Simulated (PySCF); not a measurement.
# C2H7ClO2Si: the cost of one run

Programs: PySCF 2.14.0, with density-fitted response routines of our own. Each step states its level of theory. These are calculated values for one molecule in the gas phase, unless marked as measured. Atoms count from 0, in the outputs and in this text.

### 1 Starting geometry

13 atoms, charge 0, multiplicity 1; geometry from: GFN2-xTB. The atoms were then displaced at random by about 0.01 Å, so the start is not that level's minimum.

Bonds of the start (Å): C0–O1 1.38, O1–Si2 1.61, Si2–Cl3 1.98, Si2–O4 1.62, O4–C5 1.40, C0–H6 1.07, C0–H7 1.12, C0–H8 1.12, Si2–H9 1.47, C5–H10 1.09, C5–H11 1.09, C5–H12 1.07.

### 2 Optimising the geometry at PBE0-D3(BJ)/def2-SVP

The job: settings as JSON, then the geometry in Å.

```
{"job": {"xc": "PBE0", "basis": "def2-SVP", "d3": "d3bj", "grid": 1, "shake": 0.01, "kind": "geom"}, "charge": 0, "multiplicity": 1}
C     -2.265360    -0.627160    -0.340960
O     -0.899600    -0.444710    -0.352170
Si    -0.030290     0.911850    -0.279980
Cl    -0.477490     2.197250    -1.723640
O      1.511690     0.530000    -0.616820
C      2.388460    -0.369500    -0.008350
H     -2.496560    -1.601560    -0.723570
H     -2.750650     0.149880    -0.986140
H     -2.674940    -0.498590     0.690560
H     -0.164110     1.556820     1.038070
H      2.621580    -1.163120    -0.715490
H      1.964310    -0.825000     0.892280
H      3.278800     0.166960     0.254620
```

Command:

```console
$ OMP_NUM_THREADS=1 python probes_run.py task.json out
```

The driver reads the jobs from task.json and runs them one after another.

**Question.** How long does this first job take on 1 thread of Arm Neoverse V2, shared host, and how much memory does it need?

About 2.9 min, with a peak of 0.53 GiB.
